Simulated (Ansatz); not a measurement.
**CH6AlGa: how energies converge with the basis set**

How large a basis does CH6AlGa need? Two functionals are run in growing sets.

The runs use Ansatz 0.2.0, Gaussian basis; one geometry, several basis sets.

Plan: PBE0-D4/def2-SVP; ωB97M-V/def2-SVP; PBE0-D4/def2-QZVPP; ωB97M-V/def2-QZVPP; the functionals' def2-TZVPP values are taken from earlier runs.

### 1 The geometry

An earlier PBE0-D4 in a triple-zeta def2 set relaxation fixed the geometry.

SMILES `[AlH2][CH2][GaH2]`, 9 atoms, charge 0, spin multiplicity 1.

Atoms are counted from 1 here; the program's logs count them from 0.

Bond lengths: Al1–C2 1.939 Å, Al1–H4 1.589 Å, Al1–H5 1.589 Å, C2–Ga3 1.957 Å, C2–H6 1.096 Å, C2–H7 1.095 Å, Ga3–H8 1.572 Å, Ga3–H9 1.572 Å. Angles: C2–Al1–H4 120.1°, C2–Al1–H5 120.1°, H4–Al1–H5 119.9°, Al1–C2–Ga3 116.4°, Al1–C2–H6 107.7°, Al1–C2–H7 107.8°, Ga3–C2–H6 107.2°, Ga3–C2–H7 107.2°, H6–C2–H7 110.6°, C2–Ga3–H8 119.8°, C2–Ga3–H9 119.8°, H8–Ga3–H9 120.3°.

### 2 PBE0-D4 in def2-SVP

Contents of in.yaml:

```yaml
crystal:
  periodic: [false, false, false]
  atoms:
    - {symbol: Al, position_ang: [-0.545602, -0.261653, 1.563096]}
    - {symbol: C, position_ang: [-0.545778, -0.320685, -0.374917]}
    - {symbol: Ga, position_ang: [0.979723, 0.515886, -1.270103]}
    - {symbol: H, position_ang: [0.138977, -1.429204, 2.394891]}
    - {symbol: H, position_ang: [-1.205646, 0.968264, 2.321634]}
    - {symbol: H, position_ang: [-1.447532, 0.194171, -0.724050]}
    - {symbol: H, position_ang: [-0.562230, -1.373342, -0.677655]}
    - {symbol: H, position_ang: [2.263491, -0.333967, -1.585624]}
    - {symbol: H, position_ang: [0.924586, 2.040530, -1.647274]}
basis:
  gaussian: {orbitals: def2-SVP}
hamiltonian: {xc: pbe0, dispersion: d4}
output: {orbitals: {seedname: orbitals}}
```

The run is started by

```
$ ansatz run in.yaml --threads 2 --pin off --events-out ev --progress --plain --max-ram 4352MiB
```

The runs that follow: ωB97M-V in def2-SVP; PBE0-D4 in def2-QZVPP; ωB97M-V in def2-QZVPP.

**Question.** What will the summary of the whole plan be? Wanted: PBE0-D4: double and triple zeta above quadruple; ωB97M-V: double and triple zeta above quadruple.

As calculated:

| quantity | value |
| --- | --- |
| PBE0-D4: double and triple zeta above quadruple | 11.74, 1.47 eV |
| ωB97M-V: double and triple zeta above quadruple | 11.77, 1.43 eV |

In words: PBE0-D4 gains 10.27 eV from double to triple zeta, then 1.47 eV more. These are total energies; as a rule much of such shifts cancels in differences, which this series doesn't test.
